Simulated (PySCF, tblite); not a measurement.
**C3H6B radical: geometry, infrared bands and EPR parameters**

Wanted: the infrared bands and EPR parameters of C3H6B radical (`BC([CH2])=C`), by calculation.

Programs: tblite 0.8.0 and PySCF 2.14.0, with density-fitted response routines of our own. Each step states its level of theory. These are calculated values for one molecule in the gas phase, unless marked as measured. Atoms count from 0, in the outputs and in this text.

### Step 1. The molecule as given

10 atoms, charge 0, multiplicity 2; geometry from: force field or distance geometry start.

Bonds of the start (Å): B0–C1 1.59, C1–C2 1.49, C1–C3 1.33, B0–H4 1.16, B0–H5 1.18, C2–H6 1.12, C2–H7 1.11, C3–H8 1.10, C3–H9 1.08.

### Step 2. Relaxing the molecule with GFN2-xTB

Job settings and geometry (Å):

```
{"job": {"kind": "relax", "xc": "GFN2-xTB", "basis": "xTB"}, "charge": 0, "multiplicity": 2}
B      1.367400    -0.445200     0.263000
C     -0.110000     0.016600    -0.081000
C     -0.330100     1.384100    -0.640000
C     -1.126400    -0.805200     0.140700
H      2.152400    -0.693500    -0.553200
H      1.456800    -1.033100     1.286400
H      0.633700     1.846700    -0.967100
H     -0.892500     2.044100     0.048100
H     -1.006000    -1.814600     0.559900
H     -2.136400    -0.495200    -0.079200
```

The run is started by

```
$ OMP_NUM_THREADS=1 python probes_run.py task.json out
```

The driver reads the jobs from task.json and runs them one after another.

**Question.** This job is followed by: GFN2-xTB harmonic vibrations, gas phase; UKS B3LYP, pcH-1 on B C H, non-relativistic, mean-field spin-orbit, GIAO. What will the session give for the following? strongest single infrared mode (GFN2-xTB); zero-point energy (GFN2-xTB); g(iso) (B3LYP); ⟨S²⟩; largest a(iso) (averaged by class); surface potential, 1st and 99th percentile.

**Answer**, as computed:

| quantity | value |
| --- | --- |
| strongest single infrared mode (GFN2-xTB) | 825 cm⁻¹, 213 km/mol |
| zero-point energy (GFN2-xTB) | 47.0 kcal/mol |
| g(iso) (B3LYP) | 2.00261 |
| ⟨S²⟩ | 0.785 (exact 0.75) |
| largest a(iso) (averaged by class) | 13C on C3, 57.2 MHz |
| surface potential, 1st and 99th percentile | -0.39 V and 1.23 V |

**Reading.** The optimisation took 78 steps and gained 0.854 eV; among the close pairs (by a distance rule), C1–C2 changed most, from 1.494 to 1.388 Å. No mode is imaginary among the 24: a minimum at this level. GFN2-xTB is a fitted tight-binding method: band positions and strengths are rough. Its intensities can rank the bands wrongly. The largest spin populations lie on C3 (0.70 e), C2 (0.70 e). The isotropic g lies 0.3 ppt above the free-electron value.
